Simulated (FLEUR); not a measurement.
# Ge3Pd (Pm-3m) in FLEUR: further runs, part 2 of 2

FLEUR MaX-R8.1 (later development tree). The steps go on from the part before.

## 6. Equation of state, r2SCAN, 18.48 Å³/atom (volume scaled by 1.04)

Changes to inp.xml since step 5:

```diff
@@ -27,3 +27,3 @@
       <xi:include xmlns:xi="http://www.w3.org/2001/XInclude" href="sym.xml"> </xi:include>
-      <bulkLattice scale="1.0000000000">
+      <bulkLattice scale="1.0131594038">
          <bravaisMatrix>
```

Potentials or basis: all-electron, FLAPW.

The run is started by

```sh
> inpgen -f crystal.txt -profile fastHighL
> # inp.xml edited to the form shown
> fleur_MPI
```

Run time: 2.4 min. Hardware: 1 thread of Intel Xeon Platinum 8375C at 2.90GHz (Ice Lake), shared host; peak memory 0.1 GiB.

It converged, with:

| Item | Value |
| --- | --- |
| Free energy | -308712.3749 eV |
| Band gap on the k mesh | none (metal or under the smearing width) |
| Valence electrons inside the program's atomic spheres | Pd 17.18; Ge 20.09 (radii Pd 2.66, Ge 2.28 bohr) |

Caveat: the meta-GGA is that of a development version, with a GGA for the radial functions and cores and without core tails.

## 7. Equation of state, r2SCAN, 18.83 Å³/atom (volume scaled by 1.06)

Changes to inp.xml since step 6:

```diff
@@ -27,3 +27,3 @@
       <xi:include xmlns:xi="http://www.w3.org/2001/XInclude" href="sym.xml"> </xi:include>
-      <bulkLattice scale="1.0131594038">
+      <bulkLattice scale="1.0196128224">
          <bravaisMatrix>
```

The run is started by

```sh
> inpgen -f crystal.txt -profile fastHighL
> # inp.xml edited to the form shown
> fleur_MPI
```

It took 2.4 min on 1 thread of Intel Xeon Platinum 8375C at 2.90GHz (Ice Lake), shared host; peak memory 0.1 GiB.

The run converged. Its results:

| Item | Value |
| --- | --- |
| Free energy | -308712.3190 eV |
| Band gap on the k mesh | none (metal or under the smearing width) |
| Valence electrons inside the program's atomic spheres | Pd 17.16; Ge 20.07 (radii Pd 2.66, Ge 2.28 bohr) |

Caveat: the meta-GGA is that of a development version, with a GGA for the radial functions and cores and without core tails.

## 8. Equation of state, r2SCAN

This step only gathers the single runs of the series.

Results:

```
Equilibrium volume : 17.23 Å³/atom
Bulk modulus       : 99 GPa
```

Energy against volume, from the lowest point:
```tsv
volume (Å³/atom)	energy (meV/atom)
16.700	4.83
17.055	0.00
17.766	4.13
18.476	23.24
18.831	37.22
```

Caveat: the meta-GGA is that of a development version, with a GGA for the radial functions and cores and without core tails.
